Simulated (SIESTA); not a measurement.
Crystal: NiMoIrPdW.

```
Ni Mo Pd Ir W
1.0
     4.14670    0.00000    0.00000
    -2.07335    3.59115    0.00000
     0.00000    0.00000    5.41629
Ni Mo Pd Ir W
1 1 1 1 1
Direct
  0.00000 0.00000 0.02221
  0.66667 0.33333 0.45996
  0.33333 0.66667 0.74601
  0.33333 0.66667 0.25641
  0.66667 0.33333 0.99985
```

The cell was built by a generator and needn't be a form met in nature.

Base run:

| Quantity | Value |
| --- | --- |
| Program | SIESTA 5.4.2 |
| Functional | PBE |
| Potentials or basis | PseudoDojo 0.4 standard (PBE files) |
| Basis | DZP (energy shift 0.003 Ry; two zetas on semicore shells) |
| Grid cutoff | 800 Ry |
| Energy shift | 0.003 Ry |
| k mesh | 7 × 7 × 5 |
| Occupations | fermi-dirac, width 0.05 eV |
| Spin | collinear spin, ferromagnetic start |
| Starting moments | [1.0, 1.0, 0.0, 0.6, 0.0] μB |
| Hubbard terms | Ir d U = 4 eV, Mo d U = 4 eV, Ni d U = 4 eV, Pd d U = 4 eV, W d U = 4 eV |

Its results: band gap on the k mesh none (metal or under the smearing width); pressure -0.4 GPa; net moment 0.00 μB per cell; largest force 0.476 eV/Å.

Q: The run is repeated on the same cell with these changes: functional from PBE to RPBE; hubbard terms from Ir d U = 4 eV, Mo d U = 4 eV, Ni d U = 4 eV, Pd d U = 4 eV, W d U = 4 eV to none. What comes out?

A: Band gap on the k mesh none (metal or under the smearing width); pressure 6.6 GPa; net moment 0.00 μB per cell; largest force 0.735 eV/Å.

Several settings changed at once, so the effect can't be laid on one alone.

Caveats: short orbitals over semicore shells can move pressures by several GPa; the valence orbitals were made in a potential fitted to the semicore shell under them, which widens gaps by tenths of an eV or more; the basis of atomic orbitals isn't converged, which shifts pressures, moduli and gaps; the U is typed as a test and isn't derived for this compound (some runs); the potentials were made for another functional, which shifts forces and pressure (some runs).

Not every run made on this cell is shown here.
